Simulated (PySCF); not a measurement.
# C2H9AsGeO: the cost of one run

Computed with PySCF 2.14.0 and routines of our own; the level stands in each step. Atoms count from 0.

### Step 1. The system as given

14 atoms, charge 0, multiplicity 1; geometry from: GFN2-xTB.

### Step 2. Relaxing the molecule at PBE0-D3(BJ)/def2-SVP

What the job is given:

```
{"job": {"xc": "PBE0", "basis": "def2-SVP", "d3": "d3bj", "grid": 1, "kind": "geom"}, "charge": 0, "multiplicity": 1}
C     -2.286610     0.923473    -0.133067
C     -1.390980    -0.302966    -0.051646
O     -0.135415    -0.004729    -0.621856
Ge     1.396108    -0.765076    -0.165026
As     2.953309     0.450016    -1.473614
H     -3.268599     0.694597     0.272573
H     -1.847713     1.741956     0.432018
H     -2.390316     1.235830    -1.168752
H     -1.846954    -1.137529    -0.598897
H     -1.275106    -0.611048     0.995701
H      1.424435    -0.718212     1.372142
H      1.256511    -2.271713    -0.441544
H      3.360603     1.285458    -0.291806
H      4.050048    -0.520530    -1.123441
```

On the command line:

```console
$ OMP_NUM_THREADS=1 python excited_run.py task.json out
```

One launch serves the whole session: the jobs run in the order shown.

Q: Estimate the wall time and peak memory of this first job on 1 thread of Arm Neoverse V1, shared host.

About 2.1 min, with a peak of 0.65 GiB.
